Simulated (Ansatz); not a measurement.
# ZrSc: under pressure

One table from this session's results is given with a row withheld; the runs are named, their logs left out.

Computed with Ansatz 0.2.0 (DFT PBEsol, scalar-relativistic, plane waves, PAW, unless a step's input says otherwise).

### The system as given

Symmetry: P-6m2, No. 187, hexagonal system. Conventional cell: a = 3.283 Å, b = 3.283 Å, c = 5.155 Å, α = 90.00°, β = 90.00°, γ = 120.00°. Zr (site symmetry -6m2) is surrounded by 6 Sc at 3.20 Å and 6 Zr at 3.28 Å. Sc (site symmetry -6m2) has 6 Zr at 3.20 Å and 6 Sc at 3.28 Å as nearest neighbours.

Coordinates:

```cif
data_structure
_symmetry_space_group_name_H-M 'P 1'
_symmetry_Int_Tables_number 1
_cell_length_a 3.2828
_cell_length_b 3.2828
_cell_length_c 5.1550
_cell_angle_alpha 90.000
_cell_angle_beta 90.000
_cell_angle_gamma 120.000
_cell_volume 48.11
loop_
_atom_site_label
_atom_site_type_symbol
_atom_site_fract_x
_atom_site_fract_y
_atom_site_fract_z
_atom_site_occupancy
Zr1 Zr 0.66667 0.33333 0.00000 1
Sc1 Sc 0.00000 0.00000 0.50000 1
```

Source of the structure: the Materials Project (structure only).

The first run:

(A quick probe on a coarse mesh, which set the mesh and smearing, is not shown.)

Input file input.yaml:

```yaml
crystal:
  lattice:
    - [3.2828456728, 0.0, 0.0]
    - [-1.6414228364, 2.8430277493, 0.0]
    - [0.0, 0.0, 5.15500536]
  atoms:
    - { symbol: Zr, position: [0.66666667, 0.33333333, 0.0] }
    - { symbol: Sc, position: [0.0, 0.0, 0.5] }
basis:
  ecutwfc: 420
kpoints:
  mp_grid: { grid: [15, 15, 8] }
hamiltonian:
  xc: pbesol
scf:
  occupations: { method: gaussian, width: 0.1 }
output:
  forces: true
  stress: true
  eigenvalues: true
relax:
  adjacent_minimum: "off"
  f_tol: 0.005
  max_steps: 80
  cell: { stress_tol: 0.05 }
```

Steps of the session up to this table: Relaxing cell and atoms; -1 GPa; 1 GPa; 4 GPa; 12 GPa; Relaxing at 25 GPa; Target pressure 50 GPa; Target pressure 90 GPa.

One of the session's tables, all rows but one given; the rest of the session is left out.

Lengths are those of the vectors of the cell that was run:

| P (GPa) | V (Å³/atom) | a (Å) | b (Å) | c (Å) | ΔH (eV/atom) |
| --- | --- | --- | --- | --- | --- |
| -1 | 23.14 | 3.238 | 3.238 | 5.098 | -0.143 |
| 0 | 22.84 | 3.224 | 3.224 | 5.075 | 0.000 |
| 1 | 22.56 | 3.211 | 3.211 | 5.053 | 0.142 |
| 4 | 21.78 | 3.173 | 3.173 | 4.995 | 0.556 |
| 12 | 20.12 | 3.086 | 3.086 | 4.879 | 1.600 |
| 25 | ? | ? | ? | ? | ? |
| 50 | 15.68 | 2.795 | 2.795 | 4.636 | 5.768 |
| 90 | 13.37 | 2.632 | 2.632 | 4.457 | 9.368 |

Q: Estimate the row for P (GPa) = 25 from the others.

Worked estimate for «V (Å³/atom)». A straight line through the neighbours (12, 20.12) and (50, 15.68) gives 20.12 + (15.68 − 20.12) × (25 − 12) / (50 − 12) = 18.60; a parabola fitted to 4 rows on both sides gives 18.42.

As computed: V (Å³/atom): 18.13; a (Å): 2.958; b (Å): 2.958; c (Å): 4.786; ΔH (eV/atom): 3.148. In «V (Å³/atom)» the line misses by +0.47 and the parabola by +0.29.

ΔH is E + PV over the energy at zero pressure; a, b and c are the vectors of the computed cell. 
